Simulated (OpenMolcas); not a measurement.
**Os⁶⁺ among point charges: CASSCF and CASPT2 levels and susceptibility**

How does a field of 6 point charges split the states of Os⁶⁺, and what χT follows?

Program: OpenMolcas 26.06. Level of theory: state-averaged CASSCF and CASPT2, spin-orbit coupling by RASSI with atomic mean-field integrals. These are calculated values, not measurements, unless marked.

### 1 What is computed

```
Species                           : Os⁶⁺ (osmium, Z = 76, 70 electrons)
Basis                             : ANO-RCC-VTZP [8s7p5d3f2g1h], 104 functions
Scalar Hamiltonian                : DKH2, point nucleus
Inactive shells                   : 1s 2s 2p 3s 3p 3d 4s 4p 4d 4f 5s 5p
Active space                      : 2 electrons in 5 orbitals (5d)
Some configurations of this space : 5d²
Orbitals                          : optimised for each spin and parity, averaged over all roots
```

Outer shells as boxes (Hund's rule):

5d2
```
5d [↑ ][↑ ][  ][  ][  ]
```

The ion sits among 6 point charges of -1.5 e arranged as a trigonal prism (D3h), 2.12 Å from the ion, with a polar angle of 45.7° against the regular 49.1°.

Each step is its own input file, run in one work folder so that later steps find the files of earlier ones. Labels, J, g values, rates, χT and fits are worked out afterwards by a script from the matrices that RASSI stores.

### 2 GATEWAY and SEWARD: basis and integrals

a.inp reads:

```
&GATEWAY
Coord
1

Os 0.0 0.0 0.0
Basis=ANO-RCC-VTZP
Group=NoSym
NoMove
AngMom=0.0 0.0 0.0
AMFI
XField
6 Angstrom 0
1.516312 0.000000 1.481620 -1.500000
-0.758156 1.313165 1.481620 -1.500000
-0.758156 -1.313165 1.481620 -1.500000
1.516312 0.000000 -1.481620 -1.500000
-0.758156 1.313165 -1.481620 -1.500000
-0.758156 -1.313165 -1.481620 -1.500000
&SEWARD
```

Run with:

```sh
$ OMP_NUM_THREADS=1 MOLCAS_MEM=1689 MOLCAS_PROJECT=a pymolcas a.inp > a.log
```

### 3 CASSCF: triplets, 10 roots

a.inp reads:

```
&RASSCF
FileOrb=start.orb
Symmetry=1
Spin=3
nActEl=2 0 0
Inactive=34
Ras2=5
CIRoot=10 10 1
SDav=10
CIMx=300
Iter=120 100
PrWF=0.3
OrbListing=Nothing
MaxOrb=0
>>> COPY $Project.JobIph JOB001
```

start.orb holds the contracted functions of the basis, ordered by shell, or the orbitals of the step before.

### 4 CASSCF: singlets, 15 roots

a.inp reads:

```
&RASSCF
FileOrb=start.orb
Symmetry=1
Spin=1
nActEl=2 0 0
Inactive=34
Ras2=5
CIRoot=15 15 1
SDav=15
CIMx=300
Iter=120 100
PrWF=0.3
OrbListing=Nothing
MaxOrb=0
>>> COPY $Project.JobIph JOB002
```

### 5 RASSI: spin-orbit coupling between the states

a.inp reads:

```
&RASSI
NrOfJobIphs=2 10 15
1 2 3 4 5 6 7 8 9 10
1 2 3 4 5 6 7 8 9 10 11 12 13 14 15
IphNames
JOB001
JOB002
EJob
SpinOrbit
DIPRint=1.0
SOCoupling=1000.0
Subsets=2
Property=9
'ANGMOM' 1 'ANGMOM' 2 'ANGMOM' 3 'MLTPL  1' 1 'MLTPL  1' 2 'MLTPL  1' 3
'AMFI' 1 'AMFI' 2 'AMFI' 3
SOProperty=3
'ANGMOM' 1 'ANGMOM' 2 'ANGMOM' 3
```

### 6 CASPT2: IPEA 0.25, imaginary shift 0.1 (closed shells correlated: 4f 5s 5p)

a.inp reads:

```
>>> COPY JOB001 $Project.JobIph
&CASPT2
Multistate=10 1 2 3 4 5 6 7 8 9 10
NoMult
Frozen=23
IPEA=0.25
Imaginary=0.1
MaxIter=60
WThr=0.0 0.3 0.05
PrWF=0.5
NoMix
>>> COPY JOB002 $Project.JobIph
&CASPT2
Multistate=15 1 2 3 4 5 6 7 8 9 10 11 12 13 14 15
NoMult
Frozen=23
IPEA=0.25
Imaginary=0.1
MaxIter=60
WThr=0.0 0.3 0.05
PrWF=0.5
NoMix
```

(Steps that only read results are left out.)

Before running it: what results should come out? Wanted: spin-free ground state; first state of the same spin within the active space; lowest level; next level.

The runs gave:

| quantity | value |
| --- | --- |
| method | SS-CASPT2, IPEA 0.25, imaginary shift 0.1 (closed shells correlated: 4f 5s 5p) |
| spin-free ground state | 3E, 2-fold in its orbital part |
| first state of the same spin within the active space | 3A2 at 459 cm⁻¹ |
| lowest level | 1-fold A1 |
| next level | 298.9 cm⁻¹ |
| χT at 300 K | 0.30 cm³ K/mol |
| effective moment at 300 K | 1.54 μB |

Cost by method:

```
                                                 method  time of its own steps  time with the reference
                                              A. CASSCF                   15 s                     15 s
B. SS-CASPT2, IPEA 0.25, imaginary shift 0.1, +4f 5s 5p                   37 s                     52 s
```

Times are of one thread on a shared host.

In words: The spin-free ground state (3E) comes to 100 % from free-ion F terms and keeps the highest spin of the shell. χT at 300 K is 0.30, against 1.00 cm³ K/mol for the spin alone, so spin-orbit coupling lowers it. CASPT2 does not keep the components of a term degenerate, and the means are used. The field of point charges can differ much from that of real complexes. Point charges carry no covalency, so the field is a model and not that of real ligands.
